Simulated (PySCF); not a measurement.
F2CClH, in a box:

```
F C Cl H
1.0
    12.00000    0.00000    0.00000
     0.00000   11.00000    0.00000
     0.00000    0.00000   11.00000
F C Cl H
2 1 1 1
Cartesian
  6.3853 4.8219 6.5336
  7.1906 4.6441 4.5344
  6.4558 5.4136 5.3396
  4.8354 5.5989 4.6705
  6.9150 6.3979 5.4371
```

Base run:

| Item | Value |
| --- | --- |
| Program | PySCF 2.14.0 |
| Functional | LDA |
| Potentials or basis | pob-tzvp-rev2 (all-electron) |
| k mesh | 1 × 1 × 1 |
| Occupations | fixed |
| Spin | no spin polarisation |

Its results: gap between the frontier levels 7.68 eV.

The run is repeated on the same cell with these changes: functional from LDA to TASK. What comes out?

Gap between the frontier levels 9.29 eV.

TASK gives the wider gap, since meta-GGAs in the generalised Kohn-Sham scheme recover part of the derivative discontinuity.

Caveats: this is a molecule in a periodic box at the Γ point, so its band gap is the HOMO-LUMO gap; the basis of atomic orbitals isn't converged, which shifts pressures, moduli and gaps; this basis is made for solids and lacks diffuse functions, so gaps of a molecule come out too wide by an eV or more.

A k mesh can miss the band edges.

Not every run made on this cell is shown here.
